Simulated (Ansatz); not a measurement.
# Cd2S: the cost of one run

Method: DFT PBE, scalar-relativistic, plane waves, PAW, in Ansatz 0.2.0.

### 1 The system as given

It takes space group P3m1 (No. 156, trigonal). The conventional cell has a = 3.963 Å, b = 3.963 Å, c = 5.809 Å, α = 90.00°, β = 90.00°, γ = 120.00°. Around Cd (site symmetry 3m) lie 3 S at 2.60 Å. Around Cd (site symmetry 3m) lie 1 S at 2.52 Å. Around S (site symmetry 3m) lie 4 Cd at 2.52 to 2.60 Å.

As a file:

```cif
data_structure
_symmetry_space_group_name_H-M 'P3m1'
_symmetry_Int_Tables_number 156
_cell_length_a 3.9627
_cell_length_b 3.9627
_cell_length_c 5.8092
_cell_angle_alpha 90.000
_cell_angle_beta 90.000
_cell_angle_gamma 120.000
_cell_volume 79.00
loop_
_atom_site_label
_atom_site_type_symbol
_atom_site_symmetry_multiplicity
_atom_site_Wyckoff_symbol
_atom_site_fract_x
_atom_site_fract_y
_atom_site_fract_z
_atom_site_occupancy
Cd1 Cd 1 c 0.66667 0.33333 0.57873 1
Cd2 Cd 1 b 0.33333 0.66667 0.93272 1
S1 S 1 b 0.33333 0.66667 0.36571 1
```

The start is a polymorph listed in a database, not an invented cell.

### 2 The guess as it stands, on a coarse mesh

The input, input.yaml:

```yaml
crystal:
  lattice:
    - [3.96267008, 0.0, 0.0]
    - [-1.98133504, 3.43177296, 0.0]
    - [0.0, 0.0, 5.80919218]
  atoms:
    - { symbol: Cd, position: [0.66666667, 0.33333333, 0.57873499] }
    - { symbol: Cd, position: [0.33333333, 0.66666667, 0.93271703] }
    - { symbol: S, position: [0.33333333, 0.66666667, 0.36570501] }
basis:
  ecutwfc: 420
kpoints:
  mp_grid: { grid: [6, 6, 4] }
hamiltonian:
  xc: pbe
scf:
  occupations: { method: gaussian, width: 0.1 }
  lower_state_search: "off"
output:
  forces: true
  stress: true
  eigenvalues: true
```

Launch:

```console
$ ansatz run input.yaml --threads 1 --pin off --max-ram 2560MiB --backend cpu --events-out ev --progress --plain --runs-dir out
```

Q: Estimate wall time and peak memory on 1 thread of Intel Xeon Platinum 8259CL at 2.50GHz (Skylake/Cascade Lake), shared host.

About 3.7 s, with a peak of 0.38 GiB.
